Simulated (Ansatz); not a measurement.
**C2H5InO: shape, modes and thermochemistry**

Aim: relax C2H5InO from a cheap starting geometry, then compute its harmonic vibrations to see whether it is a minimum and to get the zero-point energy and entropy, and look at its orbitals and charge.

Program: Ansatz 0.2.0, Gaussian basis. Level of theory: RKS PBE0-D4/def2-TZVP. These are calculated values, not measurements.

Plan: relaxation at PBE0-D4/def2-TZVP; harmonic vibrations at the same level; a single point in def2-TZVPP for the fields.

### Step 1. Where the work starts

SMILES `C=C[O][InH2]`, 9 atoms, charge 0, spin multiplicity 1.

Atoms are counted from 1 here; the program's logs count them from 0.

Bond lengths: C1–C2 1.328 Å, C1–H5 1.087 Å, C1–H6 1.075 Å, C2–O3 1.337 Å, C2–H7 1.089 Å, O3–In4 1.991 Å, In4–H8 1.699 Å, In4–H9 1.709 Å. Angles: C2–C1–H5 120.3°, C2–C1–H6 121.5°, H5–C1–H6 118.2°, C1–C2–O3 126.0°, C1–C2–H7 120.9°, O3–C2–H7 113.1°, C2–O3–In4 124.1°, O3–In4–H8 109.0°, O3–In4–H9 122.6°, H8–In4–H9 128.2°.

The start is a GFN2-xTB geometry. In takes the def2 core potential; no spin-orbit term is included.

### Step 2. Optimising with PBE0-D4/def2-TZVP

Input file in.yaml:

```yaml
crystal:
  periodic: [false, false, false]
  atoms:
    - {symbol: C, position_ang: [0.052250, 1.334560, -0.711930]}
    - {symbol: C, position_ang: [1.040390, 0.568740, -0.265340]}
    - {symbol: O, position_ang: [0.937330, -0.712130, 0.102740]}
    - {symbol: In, position_ang: [-0.742900, -1.552230, 0.760900]}
    - {symbol: H, position_ang: [-0.956680, 0.938020, -0.791120]}
    - {symbol: H, position_ang: [0.224260, 2.349500, -1.021520]}
    - {symbol: H, position_ang: [2.056020, 0.955040, -0.187490]}
    - {symbol: H, position_ang: [-0.571820, -3.242090, 0.714070]}
    - {symbol: H, position_ang: [-2.038850, -0.639410, 1.399680]}
basis:
  gaussian: {orbitals: def2-TZVP}
hamiltonian: {xc: pbe0, dispersion: d4}
relax: {f_tol: 0.005, max_steps: 150}
```

Started as:

```sh
ansatz run in.yaml --threads 2 --pin off --events-out ev --progress --plain --max-ram 22528MiB --backend cuda --devices 0, --max-vram 18GiB
```

Standard output (excerpt; [...] marks lines left out):

```text
Functional definition: PBE0
  name "PBE0"
  cite "Adamo & Barone, J. Chem. Phys. 110, 6158 (1999) doi:10.1063/1.478522"
  cite "Perdew, Burke & Ernzerhof, Phys. Rev. Lett. 77, 3865 (1996) doi:10.1103/PhysRevLett.77.3865"
  parent pbe
[...]
1212 factors; their error is unknown
[...]
mean field -9372.13438707 eV, -344.4195860640 hartree, gradient 3.8e-5 eV, S^2 0.000000; 0 other end points of the search recorded, 0 dependent functions left out
[...]
reference -9372.13442766 eV, -344.4195875558 hartree; 23, 23 occupied and 150, 150 virtual orbitals, 1212 factors
relax step   1: F+E_penalty+E_count = -9372.27841624 eV  Δ(F+E_penalty+E_count) = +0.000e0 eV  max|allowed force component| = 3.881e-1 eV/Å  Δτ_max = 0.0000 Å  (29 SCF iters, accepted)
[...]
relax step   4: F+E_penalty+E_count = -9372.32175832 eV  Δ(F+E_penalty+E_count) = -2.316e-3 eV  max|allowed force component| = 5.990e-2 eV/Å  Δτ_max = 0.0430 Å  (33 SCF iters, accepted)
[...]
relax step   7: F+E_penalty+E_count = -9372.32383218 eV  Δ(F+E_penalty+E_count) = -1.425e-4 eV  max|allowed force component| = 2.731e-2 eV/Å  Δτ_max = 0.0156 Å  (34 SCF iters, accepted)
[...]
relax step  10: F+E_penalty+E_count = -9372.32390043 eV  Δ(F+E_penalty+E_count) = +4.124e-6 eV  max|allowed force component| = 9.817e-3 eV/Å  Δτ_max = 0.0054 Å  (35 SCF iters, rejected (line search))
[...]
relax step  11: F+E_penalty+E_count = -9372.32394260 eV  Δ(F+E_penalty+E_count) = -3.805e-5 eV  max|allowed force component| = 5.193e-3 eV/Å  Δτ_max = 0.0026 Å  (35 SCF iters, accepted)
[...]
relax step  12: F+E_penalty+E_count = -9372.32394467 eV  Δ(F+E_penalty+E_count) = -2.062e-6 eV  max|allowed force component| = 2.374e-3 eV/Å  Δτ_max = 0.0017 Å  (35 SCF iters, accepted)
1212 factors; their error is unknown
[...]
mean field -9372.18026267 eV, -344.4212719610 hartree, gradient 1.0e-5 eV, S^2 0.000000; 1 other end points of the search recorded, 0 dependent functions left out
[...]
reference -9372.18030305 eV, -344.4212734452 hartree; 23, 23 occupied and 150, 150 virtual orbitals, 1212 factors
Total energy: -9372.32398505 eV, -344.4265536613 hartree
Atom 0 at     0.030453     1.324515    -0.761385 Å, force    -0.001146     0.000805     0.000087 eV/Å
Atom 1 at     0.987242     0.553641    -0.242709 Å, force     0.001096     0.001053    -0.001094 eV/Å
Atom 2 at     0.905024    -0.740894     0.059842 Å, force     0.000513    -0.002374     0.001174 eV/Å
Atom 3 at    -0.742794    -1.615884     0.822812 Å, force     0.000501    -0.000492    -0.000074 eV/Å
Atom 4 at    -0.955491     0.937701    -1.001918 Å, force    -0.000318     0.000802    -0.000704 eV/Å
Atom 5 at     0.226457     2.367068    -0.971049 Å, force    -0.000191    -0.000085    -0.000040 eV/Å
Atom 6 at     1.974282     0.978128    -0.046496 Å, force     0.000017    -0.000138     0.000385 eV/Å
Atom 7 at    -0.580238    -3.300842     0.650432 Å, force     0.000036    -0.000103    -0.000123 eV/Å
Atom 8 at    -1.844935    -0.503433     1.490461 Å, force    -0.000507     0.000531     0.000388 eV/Å
Dipole moment:    -0.328115    -0.229192     0.239305 e Å
```

Wall time 21 s (1 × H100 (card shared with other runs) with 2 threads of AMD EPYC 7R13, shared host); peak host memory 0.82 GiB.

Relaxation path:

```
step  energy from step 1 (eV)  largest force component (eV/Å)
   1                   0.0000                          0.3881
   2                  -0.0341                          0.2241
   3                  -0.0410                          0.1127
   4                  -0.0433                          0.0599
   5                  -0.0442                          0.0534
   6                  -0.0453                          0.0322
   7                  -0.0454                          0.0273
   8                  -0.0455                          0.0193
   9                  -0.0454                          0.0242
  10                  -0.0455                          0.0098
  11                  -0.0455                          0.0052
  12                  -0.0455                          0.0024
```

Close pairs (by a distance rule), those that changed most:

```
  bond  before (Å)  after (Å)  change (Å)
O3–In4       1.991      2.016      +0.025
In4–H9       1.709      1.702      -0.007
 C1–H6       1.075      1.081      +0.006
 C1–C2       1.328      1.334      +0.006
 C2–O3       1.337      1.332      -0.005
 C2–H7       1.089      1.092      +0.003
In4–H8       1.699      1.702      +0.002
 C1–H5       1.087      1.086      -0.001
```

Mulliken charges at the end point, from the run's report:

```
atom  value (e)
  C1      -0.36
  C2       0.07
  O3      -0.47
 In4       0.55
  H5       0.11
  H6       0.12
  H7       0.10
  H8      -0.07
  H9      -0.05
```

### Step 3. Vibrations by finite differences

Input file in.yaml:

```yaml
crystal:
  periodic: [false, false, false]
  atoms:
    - {symbol: C, position_ang: [0.030453, 1.324515, -0.761385]}
    - {symbol: C, position_ang: [0.987242, 0.553641, -0.242709]}
    - {symbol: O, position_ang: [0.905024, -0.740894, 0.059842]}
    - {symbol: In, position_ang: [-0.742794, -1.615884, 0.822812]}
    - {symbol: H, position_ang: [-0.955491, 0.937701, -1.001918]}
    - {symbol: H, position_ang: [0.226457, 2.367068, -0.971049]}
    - {symbol: H, position_ang: [1.974282, 0.978128, -0.046496]}
    - {symbol: H, position_ang: [-0.580238, -3.300842, 0.650432]}
    - {symbol: H, position_ang: [-1.844935, -0.503433, 1.490461]}
basis:
  gaussian: {orbitals: def2-TZVP}
hamiltonian: {xc: pbe0, dispersion: d4}
phonons: {temperatures: {t_min: 298.15, t_max: 900, t_step: 200}}
```

The command is unchanged.

Standard output (excerpt; [...] marks lines left out):

```text
Functional definition: PBE0
  name "PBE0"
  cite "Adamo & Barone, J. Chem. Phys. 110, 6158 (1999) doi:10.1063/1.478522"
  cite "Perdew, Burke & Ernzerhof, Phys. Rev. Lett. 77, 3865 (1996) doi:10.1103/PhysRevLett.77.3865"
  parent pbe
[...]
1212 factors; their error is unknown
[...]
mean field -9372.18025949 eV, -344.4212718442 hartree, gradient 4.6e-5 eV, S^2 0.000000; 0 other end points of the search recorded, 0 dependent functions left out
[...]
reference -9372.18029986 eV, -344.4212733278 hartree; 23, 23 occupied and 150, 150 virtual orbitals, 1212 factors
[...]
1212 factors; their error is unknown
mean field -9372.18005018 eV, -344.4212641523 hartree, gradient 1.7e-6 eV, S^2 0.000000; 0 other end points of the search recorded, 0 dependent functions left out
[...]
reference -9372.18009056 eV, -344.4212656363 hartree; 23, 23 occupied and 150, 150 virtual orbitals, 1212 factors
[...]
Atom 1 at     0.987242     0.553641    -0.242709 Å, force     0.001128     0.000999    -0.001075 eV/Å
Atom 2 at     0.905024    -0.740894     0.059842 Å, force     0.000540    -0.002338     0.001182 eV/Å
Atom 3 at    -0.742794    -1.615884     0.822812 Å, force     0.000463    -0.000497    -0.000084 eV/Å
Atom 4 at    -0.955491     0.937701    -1.001918 Å, force    -0.000319     0.000813    -0.000694 eV/Å
Atom 5 at     0.226457     2.367068    -0.971049 Å, force    -0.000203    -0.000066    -0.000050 eV/Å
Atom 6 at     1.974282     0.978128    -0.046496 Å, force     0.000020    -0.000141     0.000381 eV/Å
Atom 7 at    -0.580238    -3.300842     0.650432 Å, force     0.000041    -0.000103    -0.000122 eV/Å
Atom 8 at    -1.844935    -0.503433     1.490461 Å, force    -0.000501     0.000525     0.000393 eV/Å
Dipole moment:    -0.328114    -0.229193     0.239304 e Å
Vibrations: 100.86 120.26 164.63 393.96 467.46 540.55 555.09 568.09 730.21 814.65 991.79 993.04 1233.95 1343.23 1430.67 1679.47 1876.65 1897.01 3108.81 3152.48 3257.12 cm⁻¹, zero-point energy 1.575839 eV
```

It took 62 s on 1 × H100 (card shared with other runs) with 2 threads of AMD EPYC 7R13, shared host; peak host memory 0.81 GiB.

Motions are named by where the mode's potential energy lies. The modes, unscaled (a negative number is an imaginary wavenumber):

```
mode  cm⁻¹                          motion
   1   101               bend with torsion
   2   120                         torsion
   3   165               torsion with bend
   4   394                            bend
   5   467                    In–O stretch
   6   541  out-of-plane bend with torsion
   7   555                            bend
   8   568                            bend
   9   730                         torsion
  10   815  torsion with out-of-plane bend
  11   992               bend with torsion
  12   993               torsion with bend
  13  1234           C–O stretch with bend
  14  1343                            bend
  15  1431                            bend
  16  1679           C–C stretch with bend
  17  1877                    In–H stretch
  18  1897                    In–H stretch
  19  3109                     C–H stretch
  20  3152                     C–H stretch
  21  3257                     C–H stretch
```

From these modes and the moments of inertia (298.15 K, 1 bar, symmetry number 1):

```
                term            value
   zero-point energy     152.0 kJ/mol
          H(298) − E     171.0 kJ/mol
entropy, translation  172.1 J/(mol K)
   entropy, rotation  109.8 J/(mol K)
  entropy, vibration   54.9 J/(mol K)
      entropy, total  336.8 J/(mol K)
```

### Step 4. A single point for the fields

Changes to in.yaml since step 3:

```diff
@@ -13,4 +13,4 @@
 basis:
-  gaussian: {orbitals: def2-TZVP}
+  gaussian: {orbitals: def2-TZVPP}
 hamiltonian: {xc: pbe0, dispersion: d4}
-phonons: {temperatures: {t_min: 298.15, t_max: 900, t_step: 200}}
+output: {orbitals: {seedname: orbitals}}
```

Started as:

```sh
ansatz run in.yaml --threads 2 --pin off --events-out ev --progress --plain --max-ram 22528MiB --backend cpu
```

Standard output:

```text
Functional definition: PBE0
  name "PBE0"
  cite "Adamo & Barone, J. Chem. Phys. 110, 6158 (1999) doi:10.1063/1.478522"
  cite "Perdew, Burke & Ernzerhof, Phys. Rev. Lett. 77, 3865 (1996) doi:10.1103/PhysRevLett.77.3865"
  parent pbe
  parameter a = 0.25
  parameter kappa = 0.804
  parameter beta = 0.06672455060314922
  exchange = (1 - a)*pbe_x(kappa = kappa, mu = beta*pi^2/3) + a*exact_x
  correlation = pbe_c(beta = beta)
1287 factors; their error is unknown
mean field evaluation 1: about -9364.3746 eV, gradient 6.1e1 eV
mean field evaluation 2: about -9328.5183 eV, gradient 1.3e2 eV
mean field evaluation 4: about -9371.7647 eV, gradient 1.3e1 eV
mean field evaluation 8: about -9372.1698 eV, gradient 7.2e-2 eV
mean field evaluation 16: about -9372.2184 eV, gradient 6.6e-5 eV
mean field -9372.21843728 eV, -344.4226748523 hartree, gradient 6.6e-5 eV, S^2 0.000000; 0 other end points of the search recorded, 0 dependent functions left out
reference -9372.21847774 eV, -344.4226763390 hartree; 23, 23 occupied and 190, 190 virtual orbitals, 1287 factors
Total energy: -9372.36215974 eV, -344.4279565552 hartree
```

Run time: 2.7 s. Hardware: 2 threads of AMD EPYC 7R13, shared host; peak memory 0.45 GiB.

The fields below are evaluated on a grid from the run's orbitals.

Frontier orbitals at PBE0-D4/def2-TZVPP, with the share of their density that lies nearest to each atom:

```
orbital  energy (eV)                                   lies on
 HOMO-1        -8.07                  O3 62 %; H7 12 %; H9 7 %
   HOMO        -6.27                 C1 40 %; O3 25 %; C2 19 %
   LUMO        -1.81  In4 49 %; H8, H9 about 17 % each; O3 8 %
```

ELF in a plane through or near 5 of the atoms.

Values, 10 rows by 14 columns:
```
0.00 0.00 0.00 0.00 0.00 0.00 0.00 0.00 0.00 0.00 0.00 0.00 0.00 0.00
0.00 0.00 0.00 0.00 0.00 0.00 0.00 0.00 0.02 0.05 0.00 0.00 0.00 0.00
0.00 0.00 0.00 0.00 0.01 0.07 0.20 0.01 0.74 0.88 0.24 0.00 0.00 0.00
0.00 0.00 0.00 0.65 0.65 0.51 0.84 0.03 0.68 0.51 0.30 0.06 0.00 0.00
0.00 0.00 0.06 0.98 1.00 0.18 0.61 0.03 0.23 0.69 0.27 0.49 0.21 0.00
0.00 0.00 0.01 0.51 0.51 0.73 0.57 0.49 0.19 0.77 0.29 0.98 0.91 0.00
0.00 0.00 0.00 0.00 0.12 0.77 0.42 0.23 0.71 0.14 0.90 1.00 0.90 0.00
0.00 0.00 0.00 0.00 0.57 0.90 0.09 0.81 0.59 0.01 0.57 0.84 0.09 0.00
0.00 0.00 0.00 0.00 0.06 0.15 0.00 0.15 0.10 0.00 0.00 0.00 0.00 0.00
0.00 0.00 0.00 0.00 0.00 0.00 0.00 0.00 0.00 0.00 0.00 0.00 0.00 0.00
```
The map spans 11.8 Å across and 8.3 Å up, centred on the molecule. Atoms in the plane (x, y in Å): C1 (-1.4, 0.4), C2 (-0.9, -0.7), O3 (0.4, -1.1), In4 (2.0, 0.1), H6 (-2.5, 0.6).

On the surface of density 0.002 e/bohr³ the electrostatic potential runs, from the 1st to the 99th percentile, from -1.34 V near O3 to 3.02 V near In4.

### Step 5. Summary of results

| quantity | value |
| --- | --- |
| point group | C1 |
| steps | 12 |
| shift from the start (rms) | 0.135 Å |
| total energy | -9372.3240 eV |
| dispersion term | -144 meV |
| dipole moment | 2.24 D |
| lowest, highest wavenumber | 101, 3257 cm⁻¹ |
| zero-point energy | 152.0 kJ/mol |
| entropy at 298.15 K | 336.8 J/(mol K) |
| HOMO, LUMO | -6.27, -1.81 eV |

In words: The relaxed geometry lies 0.14 Å (rms) from the start; the bond that changed most is O3–In4, from 1.991 to 2.016 Å. All wavenumbers are real, so the end point is a minimum. The stiffest mode, 3257 cm⁻¹, is a C–H stretch, and 3 modes under 200 cm⁻¹ make the vibrational entropy uncertain. Harmonic hybrid wavenumbers usually lie a few per cent above measured fundamentals. The largest Mulliken charge, +0.55 e, sits on In4. The HOMO lies mostly on C1 40 %; O3 25 % and the LUMO on In4 49 %; H8, H9 about 17 % each.
